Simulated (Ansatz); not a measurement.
Cs₂KLaF₆, space group Fm-3m, an SCF with some post-processing

Program: the Python package of Ansatz (0.2.0).

The script, `cs2klaf6.py`:
```python
import warnings

import ansatz as az
from ase import Atoms
import numpy as np
from pymatgen.core import Structure
from scipy.ndimage import map_coordinates

warnings.simplefilter("ignore", az.DeckWarning)

atoms = Atoms(
    ["K", "Cs", "Cs", "La", "F", "F", "F", "F", "F", "F"],
    scaled_positions=[
        [0.5, 0.5, 0.5],
        [0.25, 0.25, 0.25],
        [0.75, 0.75, 0.75],
        [0.0, 0.0, 0.0],
        [0.76381, 0.23619, 0.23619],
        [0.23619, 0.76381, 0.76381],
        [0.23619, 0.76381, 0.23619],
        [0.76381, 0.23619, 0.76381],
        [0.23619, 0.23619, 0.76381],
        [0.76381, 0.76381, 0.23619],
    ],
    cell=[
        [0.0, 4.93377, 4.93377],
        [4.93377, 0.0, 4.93377],
        [4.93377, 4.93377, 0.0],
    ],
    pbc=True,
)
structure = az.Crystal.from_ase(atoms)

calculation = (
    structure.calculation()
    .functional("r2SCAN")
    .kpoints(mesh=(4, 4, 4))
    .occupations("cold")
    .band_table()
    .density_of_states(energy_step=0.1, method="smearing", broadening_width=0.1, projected=True)
    .density()
)
session = calculation.session()
planned = session.plan(threads=1)
out = planned.execute()
r = out.report

print("%-22s %14.5f eV" % ("F = E - TS", r["free_energy_ev"]))
print("%-22s %14.5f eV" % ("E", r["internal_energy_ev"]))
print("%-22s %14.5f eV" % ("Harris-Foulkes", r["harris_foulkes_ev"]))
print("%-22s %14.5f eV" % ("Fermi level", r["fermi_energy_ev"]))

eps, occ = np.array(r["eigenvalues_ev"]), np.array(r["occupations"])
wk = np.tile(r["kweights"], len(eps) // len(r["kweights"]))
print(f"sum of w f eps = {wk @ (eps * occ).sum(axis=1):.4f} eV, reported band energy {r['components']['e_band']:.4f} eV")

dos = out.density_of_states()
energy = np.asarray(dos.energies_ev) - dos.fermi_ev
projected = out.projected_density_of_states()
step = energy[1] - energy[0]
for index, site in enumerate(projected.sites):
    for shell in site.shells:
        curve = sum(np.sum(part.g_bin_mean_per_ev, axis=0) for part in shell.curves)
        print(f"site {index} {site.species:2s} {shell.label:3s} filled {curve[energy <= 0].sum() * step:7.3f}  at E_F {np.interp(0, energy, curve):7.3f} /eV")

for term in (az.EnergyTerm.SMEARING, az.EnergyTerm.DISPERSION):
    print(f"F without {term.name.lower()}: {az.free_energy_without(r, term):.5f} eV")

final = Structure(out.lattice.cell_ang, [s.symbol for s in out.lattice.sites], [s.position_frac for s in out.lattice.sites])
rho = out.density()
total = sum(channel.density_e_per_ang3 for channel in rho.channels[:2])
grid_cell = np.asarray(rho.fft_grid_basis) @ out.lattice.cell_ang
partner = min(final.get_neighbors(final[0], 5.0), key=lambda n: n.nn_distance)
line = np.linspace(final[0].coords, partner.coords, 9)
points = (line @ np.linalg.inv(grid_cell)) * rho.dims
values = map_coordinates(total, points.T, order=3, mode="grid-wrap")
print(f"from {final[0].specie} to {partner.specie}, {partner.nn_distance:.3f} A")
for t, value in zip(np.linspace(0, partner.nn_distance, 9), values):
    print(f"{t:7.3f} A  {value:9.4f} e/A^3")

for index, (site, neighbours) in enumerate(zip(final, final.get_all_neighbors(5.5))):
    first = min(n.nn_distance for n in neighbours)
    shell = [n for n in neighbours if n.nn_distance < 1.2 * first]
    mean = sum(n.nn_distance for n in shell) / len(shell)
    print(f"atom {index} {site.specie.symbol}: {len(shell)} neighbours within 1.2 of the shortest distance, mean {mean:.3f} A")
```

```console
$ python cs2klaf6.py
F = E - TS               -24055.32954 eV
E                        -24055.32954 eV
Harris-Foulkes           -24055.32954 eV
Fermi level                   4.41962 eV
sum of w f eps = -561.3193 eV, reported band energy -561.3193 eV
site 0 K  3S  filled   1.984  at E_F   0.000 /eV
site 0 K  4S  filled   0.221  at E_F   0.000 /eV
site 0 K  3P  filled   5.984  at E_F   0.000 /eV
site 1 Cs 5S  filled   1.944  at E_F   0.000 /eV
site 1 Cs 6S  filled   0.177  at E_F   0.000 /eV
site 1 Cs 5P  filled   5.939  at E_F   0.000 /eV
site 2 Cs 5S  filled   1.944  at E_F   0.000 /eV
site 2 Cs 6S  filled   0.177  at E_F   0.000 /eV
site 2 Cs 5P  filled   5.939  at E_F   0.000 /eV
site 3 La 5S  filled   1.951  at E_F   0.000 /eV
site 3 La 6S  filled   0.246  at E_F   0.000 /eV
site 3 La 5P  filled   5.972  at E_F   0.000 /eV
site 3 La 5D  filled   1.343  at E_F   0.000 /eV
site 3 La 4F  filled   0.290  at E_F   0.000 /eV
site 4 F  2S  filled   1.903  at E_F   0.000 /eV
site 4 F  2P  filled   5.703  at E_F   0.000 /eV
site 5 F  2S  filled   1.903  at E_F   0.000 /eV
site 5 F  2P  filled   5.703  at E_F   0.000 /eV
site 6 F  2S  filled   1.903  at E_F   0.000 /eV
site 6 F  2P  filled   5.703  at E_F   0.000 /eV
site 7 F  2S  filled   1.903  at E_F   0.000 /eV
site 7 F  2P  filled   5.703  at E_F   0.000 /eV
site 8 F  2S  filled   1.903  at E_F   0.000 /eV
site 8 F  2P  filled   5.703  at E_F   0.000 /eV
site 9 F  2S  filled   1.903  at E_F   0.000 /eV
site 9 F  2P  filled   5.703  at E_F   0.000 /eV
F without smearing: -24055.32954 eV
F without dispersion: -24055.32954 eV
from K to F, 2.603 A
  0.000 A     4.0166 e/A^3
  0.325 A     4.0617 e/A^3
  0.651 A     2.1022 e/A^3
  0.976 A     0.4919 e/A^3
  1.302 A     0.1340 e/A^3
  1.627 A     0.2767 e/A^3
  1.952 A     1.5209 e/A^3
  2.278 A     8.1351 e/A^3
  2.603 A    13.9725 e/A^3
atom 0 K: 6 neighbours within 1.2 of the shortest distance, mean 2.603 A
atom 1 Cs: 12 neighbours within 1.2 of the shortest distance, mean 3.491 A
atom 2 Cs: 12 neighbours within 1.2 of the shortest distance, mean 3.491 A
atom 3 La: 6 neighbours within 1.2 of the shortest distance, mean 2.331 A
atom 4 F: 2 neighbours within 1.2 of the shortest distance, mean 2.467 A
atom 5 F: 2 neighbours within 1.2 of the shortest distance, mean 2.467 A
atom 6 F: 2 neighbours within 1.2 of the shortest distance, mean 2.467 A
atom 7 F: 2 neighbours within 1.2 of the shortest distance, mean 2.467 A
atom 8 F: 2 neighbours within 1.2 of the shortest distance, mean 2.467 A
atom 9 F: 2 neighbours within 1.2 of the shortest distance, mean 2.467 A
```

What to keep in mind:
- Total energies depend on the potentials; only differences at equal settings carry meaning. A total without «per atom» is that of the cell as typed.
- Semilocal gaps usually lie well under measured ones.
- The zero of the levels is a convention of the potentials, so an absolute Fermi energy is no work function.
- Projections exist only for the shells that the potentials hold, some of them semicore, and samples at single energies can miss narrow peaks.
- The empty d shell of the heavier alkali and alkaline-earth atoms, which makes much of a conduction band, may have no channel.
- In a crystal with a gap the Fermi level's place inside it depends on smearing and mesh.
- Semilocal functionals put the empty 4f levels of La too low, which can move the conduction edge.
- The crystal has a gap of about 6.78 eV on the mesh; any density of states at or just above the Fermi level is the tail of the broadening.
- Densities and potentials on the grid are those of the valence electrons, and inside the cores they hang on the potentials used.
- The structure comes from a database of computed cells and needn't be a stable or known phase.
- Gaps and levels are Kohn-Sham values on a finite set of k-points, without spin-orbit coupling.
- The computed bands are complete only to about 4.7 eV above the Fermi level; beyond that the density of states is undercounted.
- The whole script took 19 s on 1 thread of Arm Neoverse V1 (shared host), peak memory 1.1 GiB.

(Lines on the test bed's own set-up are left out of the output.)
